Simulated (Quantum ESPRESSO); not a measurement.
Set up this calculation in Quantum ESPRESSO 7.5, as the native input.

| Quantity | Value |
| --- | --- |
| Task | relaxation of the atoms |
| Functional | WC |
| Potentials or basis | PseudoDojo 0.4.1 SR PBE standard |
| Cutoff | 1143 eV |
| Density cutoff | 4572 eV |
| k mesh | 1 × 1 × 1 |
| Occupations | fixed |
| Spin | no spin polarisation |
| Boundary across the vacuum | none |
| Mixing beta | 0.5 |
| Most SCF iterations | 120 |
| SCF threshold | 1e-09 Ry |
| Most ionic steps | 40 |
| Forc conv thr | 0.0004 Ry/bohr |
| Etot conv thr | 1e-05 Ry |
| Ion dynamics | bfgs |

The system is FSiH3, in a box.

```
CELL_PARAMETERS angstrom
12.00000 0.00000 0.00000
0.00000 12.00000 0.00000
0.00000 0.00000 12.00000
ATOMIC_POSITIONS crystal
F 0.41129 0.51634 0.59874
Si 0.52111 0.50116 0.52468
H 0.48685 0.48672 0.40693
H 0.58155 0.40128 0.56487
H 0.59088 0.60222 0.53752
```

One way to write it, as run:

pw.in

```
&CONTROL
  calculation = 'relax'
  prefix = 'pwscf'
  outdir = './tmp'
  pseudo_dir = './pseudo'
  tprnfor = .true.
  disk_io = 'low'
  nstep = 40
  forc_conv_thr = 0.0004
  etot_conv_thr = 1d-05
  max_seconds = 636
/
&SYSTEM
  ibrav = 0
  nat = 5
  ntyp = 3
  ecutwfc = 84
  nbnd = 13
  input_dft = 'wc'
  occupations = 'fixed'
/
&ELECTRONS
  conv_thr = 1d-09
  electron_maxstep = 120
  mixing_beta = 0.5
/
&IONS
  ion_dynamics = 'bfgs'
/
ATOMIC_SPECIES
F     18.9984 F.upf
Si    28.0850 Si.upf
H      1.0080 H.upf
CELL_PARAMETERS angstrom
  12.0000000000    0.0000000000    0.0000000000
   0.0000000000   12.0000000000    0.0000000000
   0.0000000000    0.0000000000   12.0000000000
ATOMIC_POSITIONS angstrom
F      4.9354500000    6.1960500000    7.1848500000
Si     6.2533500000    6.0139500000    6.2961500400
H      5.8422500400    5.8406499600    4.8831500400
H      6.9786500400    4.8153500400    6.7784499600
H      7.0905500400    7.2266499600    6.4502499600
K_POINTS gamma
```

Potentials or basis: PseudoDojo 0.4.1 SR PBE standard.

The run is started by

```bash
$ OMP_NUM_THREADS=1 pw.x -in pw.in > pw.out
```

It gave:

```
Energy gained by relaxing       : 0.9 meV/atom
Ionic steps                     : 5
Largest force after relaxing    : 0.010 eV/Å
Gap between the frontier levels : 7.04 eV
```

Caveat: the potentials were made for another functional, which shifts forces and pressure; this is a molecule in a periodic box, so the gap is that between its Kohn-Sham HOMO and LUMO and the box isn't a crystal.

It took 5.4 min on 1 thread of AMD EPYC (Zen 3) (shared host), peak memory 0.82 GiB.
